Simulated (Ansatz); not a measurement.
**BH7O4Si: one species, many methods**

How much do the methods differ for BH7O4Si? The plan is to run it at one geometry with functionals of several rungs and with coupled cluster, and see how far each lands from CCSD(T) at the basis-set limit for the atomisation energy.

Program: Ansatz 0.2.0, Gaussian basis. Level of theory: functionals in def2-TZVPP, the program's frozen cores in correlated methods. These are calculated values, not measurements.

Levels to be run: LDA (SPW92), PBE-D4, revPBE-D4, BLYP-D4, r2SCAN-D4, B97M-V, PBE0-D4, B3LYP-D4, r2SCANh-D4, r2SCAN0-D4, HSE06-D4, BHLYP-D4, CAM-B3LYP-D4, LC-ωPBE, ωB97X-V, ωB97M-V, B2PLYP, PBE-QIDH; CCSD(T)/def2-SVP; CCSD(T)/def2-TZVPP; MP2/def2-QZVPP; extrapolation to the limit; RPA on PBE.

**1. The relaxed structure**

All runs share one geometry, relaxed beforehand with PBE0-D4 in a triple-zeta def2 set.

13 atoms, charge 0, spin multiplicity 1.

Atoms are counted from 1 here; the program's logs count them from 0.

Bond lengths: O1–B2 1.363 Å, O1–H7 0.957 Å, B2–O3 1.390 Å, B2–O4 1.352 Å, O3–H8 0.958 Å, O4–H9 0.962 Å, O5–Si6 1.635 Å, O5–H10 0.970 Å, Si6–H11 1.499 Å, Si6–H12 1.488 Å, Si6–H13 1.481 Å. Angles: B2–O1–H7 116.3°, O1–B2–O3 123.8°, O1–B2–O4 117.1°, O3–B2–O4 119.0°, B2–O3–H8 115.8°, B2–O4–H9 114.7°, Si6–O5–H10 116.7°, O5–Si6–H11 110.7°, O5–Si6–H12 113.1°, O5–Si6–H13 107.8°, H11–Si6–H12 106.7°, H11–Si6–H13 108.7°, H12–Si6–H13 109.8°.

**2. LDA**

This LDA is Slater exchange with PW92 correlation.

in.yaml

```yaml
crystal:
  periodic: [false, false, false]
  atoms:
    - {symbol: O, position_ang: [-2.959766, 1.177613, 0.498483]}
    - {symbol: B, position_ang: [-1.712994, 0.641009, 0.379281]}
    - {symbol: O, position_ang: [-0.889695, 0.833313, -0.723704]}
    - {symbol: O, position_ang: [-1.267855, -0.117061, 1.406287]}
    - {symbol: O, position_ang: [1.205257, -0.956256, -1.238129]}
    - {symbol: Si, position_ang: [2.267280, -0.968892, 0.005512]}
    - {symbol: H, position_ang: [-3.272476, 1.691573, -0.245394]}
    - {symbol: H, position_ang: [-1.241708, 1.397888, -1.413081]}
    - {symbol: H, position_ang: [-0.375167, -0.458008, 1.296552]}
    - {symbol: H, position_ang: [0.484019, -0.310294, -1.187933]}
    - {symbol: H, position_ang: [1.545641, -0.955262, 1.319817]}
    - {symbol: H, position_ang: [3.179733, 0.206815, 0.005504]}
    - {symbol: H, position_ang: [3.058131, -2.217242, -0.088296]}
basis:
  gaussian: {orbitals: def2-TZVPP}
hamiltonian: {xc: lda}
output: {orbitals: {seedname: orbitals}}
```

On the command line:

```bash
$ ansatz run in.yaml --threads 4 --pin off --events-out ev --progress --plain --max-ram 11315MiB
```

Further steps of the session: PBE-D4 (GGA); revPBE-D4 (GGA); BLYP-D4 (GGA); r2SCAN-D4 (meta-GGA); B97M-V (meta-GGA); PBE0-D4 (hybrid); B3LYP-D4 (hybrid); r2SCANh-D4 (hybrid); r2SCAN0-D4 (hybrid); HSE06-D4 (hybrid); BHLYP-D4 (hybrid); CAM-B3LYP-D4 (range-separated); LC-ωPBE (range-separated); ωB97X-V (range-separated); ωB97M-V (range-separated); B2PLYP (double hybrid); PBE-QIDH (double hybrid); CCSD(T) in def2-SVP; CCSD(T) in def2-TZVPP; MP2 in def2-QZVPP; RPA on PBE orbitals.

**Question.** What will the summary of the whole plan be? Wanted: atomisation energy, CCSD(T)/CBS; farthest beyond LDA; mean size of error, GGA; mean size of error, meta-GGA; mean size of error, hybrid; mean size of error, range-separated; mean size of error, double hybrid; gap, smallest and largest; T1 diagnostic.

As calculated:

| quantity | value |
| --- | --- |
| atomisation energy, CCSD(T)/CBS | 1200.9 kcal/mol |
| functionals within 6.0 kcal/mol (0.5 %) | BLYP-D4, r2SCAN-D4, B97M-V, CAM-B3LYP-D4, ωB97X-V, ωB97M-V |
| farthest beyond LDA | BHLYP-D4 (-48.5 kcal/mol) |
| mean size of error, GGA | 13.2 kcal/mol |
| mean size of error, meta-GGA | 4.3 kcal/mol |
| mean size of error, hybrid | 22.3 kcal/mol |
| mean size of error, range-separated | 5.9 kcal/mol |
| mean size of error, double hybrid | 19.2 kcal/mol |
| gap, smallest and largest | 5.76 eV (BLYP-D4), 13.19 eV (LC-ωPBE) |
| T1 diagnostic | 0.0116 |
| triples share of the correlation energy | 3.3 % |

In words: The LDA atomisation energy is off by 172.0 kcal/mol (14 %): it overbinds. PBE-D4 misses by +8.6 kcal/mol. Double hybrids carry the basis error of their MP2 part in triple zeta, and no dispersion term here, so their miss is partly the set-up's. The rungs meta-GGA, range-separated miss on average by less than the doubt on the reference (6.0 kcal/mol), so they tie. Misses under about 6.0 kcal/mol are within the doubt on the reference itself, which lacks core-valence correlation, relativity and higher excitations. Hartree-Fock recovers 72 % of the binding; the rest is correlation. CCSD(T) in def2-SVP is off by -78.4 kcal/mol, which most functionals beat. The gap grows from 5.8 to 13.2 eV across the functionals, mostly with the share of exact exchange.
